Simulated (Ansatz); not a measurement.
# F3PSi: the cost of one run

Program: Ansatz 0.2.0. Level of theory: the levels named in each step. These are calculated values, not measurements.

## (1) The starting structure

Bond lengths: F1–Si2 1.592 Å, Si2–F3 1.592 Å, Si2–F4 1.592 Å, Si2–P5 2.184 Å. Angles: F1–Si2–F3 102.7°, F1–Si2–F4 102.7°, F1–Si2–P5 115.6°, F3–Si2–F4 102.7°, F3–Si2–P5 115.6°, F4–Si2–P5 115.6°.

As a file:

```xyz
5

F    -1.0212    1.3677   -0.1295
Si   -0.2440   -0.0159   -0.0077
F    -0.9304   -0.6914    1.2595
F    -0.8411   -0.8590   -1.2185
P     1.9342    0.1264    0.0611
```

## (2) A rough first relaxation, PBE-D4/def2-SVP

File input.yaml:

```yaml
crystal:
  periodic: [false, false, false]
  atoms:
    - { symbol: F, position_ang: [-1.02115, 1.36767, -0.12946] }
    - { symbol: Si, position_ang: [-0.24401, -0.01592, -0.00766] }
    - { symbol: F, position_ang: [-0.93041, -0.6914, 1.2595] }
    - { symbol: F, position_ang: [-0.84114, -0.859, -1.21846] }
    - { symbol: P, position_ang: [1.93423, 0.12639, 0.06113] }
magnetization:
  spin_polarized: true
  initial_magnetization: 2
basis:
  gaussian: { orbitals: def2-SVP }
hamiltonian:
  xc: pbe
  dispersion: d4
relax:
  f_tol: 0.03
  max_steps: 200
```

Started as:

```console
ansatz run input.yaml --threads 2 --pin off --max-ram 5120MiB --backend cpu --events-out ev --progress --plain --runs-dir out
```

What time and memory should one allow on 2 threads of AMD EPYC 7R43 (Zen 3), shared host?

About 7.3 s, with a peak of 0.17 GiB.
